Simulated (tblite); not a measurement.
# C4H7F2GaS: the cost of one run

Programs: tblite 0.8.0 and PySCF 2.14.0, with density-fitted response routines of our own. Each step states its level of theory. These are calculated values for one molecule in the gas phase, unless marked as measured. Atoms are numbered from 0 throughout.

## (1) Starting geometry

15 atoms, charge 0, multiplicity 1; geometry from: force field or distance geometry start.

Bonds of the start (Å): C0–C1 1.22, C1–Ga2 1.93, Ga2–S3 2.24, S3–C4 1.77, C4–F5 1.39, S3–C6 1.78, C6–F7 1.38, C0–H8 1.06, Ga2–H9 1.61, Ga2–H10 1.61, C4–H11 1.11, C4–H12 1.11, C6–H13 1.11, C6–H14 1.12.

## (2) Optimising the geometry with GFN2-xTB

Job settings and geometry (Å):

```
{"job": {"kind": "relax", "xc": "GFN2-xTB", "basis": "xTB"}, "charge": 0, "multiplicity": 1}
C      3.024200     0.429600     0.813500
C      2.211500    -0.142900     0.114000
Ga     0.928400    -1.083800    -0.985200
S     -1.126000    -0.335600    -0.499800
C     -1.219300     1.403100    -0.796600
F     -1.007300     1.645500    -2.149800
C     -1.469600    -0.659400     1.219900
F     -1.443800    -2.020000     1.457600
H      3.722100     0.938800     1.422300
H      0.998900    -2.663300    -0.696900
H      1.228800    -0.788900    -2.542100
H     -2.227200     1.775100    -0.518400
H     -0.451600     1.932200    -0.194800
H     -0.698400    -0.170100     1.852300
H     -2.475400    -0.252400     1.482100
```

Run with:

```
$ OMP_NUM_THREADS=1 python probes_run.py task.json out
```

This one command runs all jobs of the session in turn.

**Question.** How long does this first job take on 1 thread of Arm Neoverse V1, shared host, and how much memory does it need?

About 1 s, with a peak of 0.17 GiB.
